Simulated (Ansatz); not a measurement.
# Cr (Im-3m): fixed-spin-moment curve in Python

The task is a fixed-spin-moment curve, for Cr (Im-3m).

Program: Ansatz 0.2.0 through its Python package. Level of theory: DFT PBE, plane waves, PAW. These are calculated values, not measurements.

**1. The system**

It takes space group Im-3m (No. 229, cubic). Conventional cell: a = 2.884 Å, b = 2.884 Å, c = 2.884 Å, α = 90.00°, β = 90.00°, γ = 90.00°. Cr (site symmetry m-3m) is surrounded by 8 Cr at 2.50 Å.

Input file cr.vasp:

```text
Cr
1.0
  -1.44195000    1.44195000    1.44195000
   1.44195000   -1.44195000    1.44195000
   1.44195000    1.44195000   -1.44195000
Cr
1
Direct
   0.00000000    0.00000000    0.00000000
```

**2. The code**

run_fsm.py reads:

```python
"""Energy of Cr against a locked total moment."""

import ansatz
from ase.io import read


def main() -> None:
    atoms = read("cr.vasp", format="vasp")
    xtal = ansatz.Crystal.from_ase(atoms)

    job = xtal.calculation()
    job = job.functional("pbe").pseudopotentials("paw")
    job = job.kpoints(13).occupations("methfessel_paxton")
    # a hard lock holds the total moment, with one Fermi level a spin
    rows = []
    for total in [0.0, 0.7, 1.4, 2.2, 2.9, 3.6]:
        r = job.spin("collinear", total=total, lock="hard").run().report
        up, down = r["spin_fermi_energies_ev"]
        rows.append((total, r["free_energy_ev"], up - down, r["absolute_magnetization_mub"]))
    reference = rows[0][1]
    rows = [(m, 1000 * (e - reference), split, size) for m, e, split, size in rows]
    print("     total muB    F - F(0) meV  EF up - down eV    absolute muB")
    for row in rows:
        print(f"{str(row[0]):>14s}  {row[1]:14.2f}  {row[2]:15.4f}  {row[3]:14.3f}")
    best = min(rows, key=lambda row: row[1])
    print(f"lowest at {best[0]} muB per cell, {best[1]:.1f} meV against the first point")


if __name__ == "__main__":
    main()
```

**3. Launch**

Started as:

```bash
$ python run_fsm.py
```

**Question.** At which total moment is the energy lowest, and how steeply does it rise?

**Answer**, as computed:

| quantity | value |
| --- | --- |
| runs compared | 6 |
| range of energy | 2268.02 meV/atom |
| lowest point, total moment held (μB) | 0.0 |

In words: The lowest point lies at 0 μB a cell, the first of the scan; at 3.6 μB the energy is 2268 meV above the lowest. The mesh is modest for a metal, so energies can be off by several to tens of meV an atom and pressures by half a GPa or more; differences at equal mesh fare better. Only points where the Fermi levels of the two spins meet (minima, maxima and zero moment) are free solutions; a shallow minimum can lie between the points.
